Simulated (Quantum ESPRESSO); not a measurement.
Si3C in Quantum ESPRESSO: the effect of functional

Si3C:

```
CELL_PARAMETERS angstrom
4.91480 0.00000 0.00000
-2.45740 4.25634 0.00000
0.00000 0.00000 2.43311
ATOMIC_POSITIONS crystal
Si 0.50000 0.00000 0.50000
Si 0.00000 0.50000 0.50000
Si 0.50000 0.50000 0.50000
C 0.00000 0.00000 0.50000
```

The cell was built by a generator and needn't be a form met in nature.

Alike in all runs:

```yaml
Program: Quantum ESPRESSO 7.5
Task: phonons
Cutoff: 612 eV
Density_cutoff: 4898 eV
k_mesh: 6 × 6 × 11
Occupations: cold, width 0.2 eV
Spin: no spin polarisation
```

Each run relaxes the cell or the atoms first.

```tsv
functional	potentials or basis	relaxed volume (Å³/atom)	highest phonon frequency (cm⁻¹)
LDA	GBRV 1.5 LDA	?	?
PBEsol	GBRV 1.5 PBEsol	12.38	552
RPBE	GBRV 1.5 PBE	12.77	523
AM05	GBRV 1.5 PBE	12.31	561
revPBE	GBRV 1.5 PBE	12.74	525
vdW-DF-cx	GBRV 1.5 PBE	12.60	537
```

**Question.** What does the run with functional LDA give?

**Answer.** Relaxed volume 12.16 Å³/atom; highest phonon frequency 558 cm⁻¹.

Caveats: the mesh is thin for the phonons of a metal; some modes are imaginary; the potentials were made for another functional, which shifts forces and pressure (some runs).

Runs at the PBE level aren't shown here.
